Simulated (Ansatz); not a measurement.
# C2H5NS, SMILES CN=CS: an atomisation energy

Run with the Python package of Ansatz (0.2.0).

Contents of `c2h5ns.xyz`:
```text
9

C    -0.02240    1.41410    0.21530
N     0.41860    0.16430    0.66540
C     0.04220   -0.83470   -0.06550
S     0.68640   -2.42190    0.41030
H    -0.67770    1.39720   -0.72340
H    -0.67950    1.93440    0.98710
H     0.80380    2.12300    0.00510
H    -0.51140   -0.74340   -0.96450
H     0.02850   -3.07940   -0.54690
```

`tae_c2h5ns.py`
```python
# -*- coding: utf-8 -*-
"""Atomisation energy of C2H5NS at the given geometry."""

from collections import Counter

import ansatz as az


def energy_of(molecule, charge=0, unpaired=0):
    calc = molecule.calculation().basis(gaussian="aug-cc-pVDZ").functional("r2scan0")
    if charge:
        calc = calc.charge(charge)
    if unpaired:
        calc = calc.spin("collinear", total=unpaired)
    report = calc.run().report
    if report["published_state_doubts"]:
        print("  doubts:", report["published_state_doubts"])
    return report["free_energy_ev"]


def main():
    c2h5ns = az.Crystal.molecule_from_extxyz("c2h5ns.xyz")

    # unpaired electrons of the ground-state atoms
    unpaired = {"C": 2, "N": 3, "S": 2, "H": 1}
    counts = Counter(site.symbol for site in c2h5ns.cartesian_sites)
    atom_energy = {s: energy_of(az.Crystal.molecule().atom(s, (0, 0, 0)), 0, unpaired[s]) for s in counts}
    whole = energy_of(c2h5ns, 0, 0)
    for s, e in atom_energy.items():
        print(f"{s:2s} x{counts[s]}  {e:14.5f} eV")
    print(f"C2H5NS: {whole:.5f} eV")
    split = sum(counts[s] * e for s, e in atom_energy.items()) - whole
    print(f"atomisation energy (no zero-point term): {23.060548 * split:.1f} kcal/mol, {split / sum(counts.values()):.3f} eV an atom")


if __name__ == "__main__":
    main()
```

```console
$ python tae_c2h5ns.py
C  x2     -1029.38462 eV
N  x1     -1484.97503 eV
S  x1    -10832.29451 eV
H  x5       -13.58985 eV
C2H5NS: -14477.04165 eV
atomisation energy (no zero-point term): 762.2 kcal/mol, 3.673 eV an atom
```

762.2 kcal/mol from the electronic energies, without the zero-point term.

The settings weren't tested for convergence. The geometry is a force-field or estimated start, not a minimum of this method, and the basis set is short of its limit. All parts are taken at fixed geometry, without zero-point energy. For Al to Cl the sets with a tight d function, cc-pV(X+d)Z, are usual. The whole script took 10 s on 1 thread of Arm Neoverse V1, on a shared host, peak memory 0.32 GiB.

(A comment or docstring line of the script was reworded after the run, the code is as it ran; lines on the test bed's own set-up are left out of the output.)
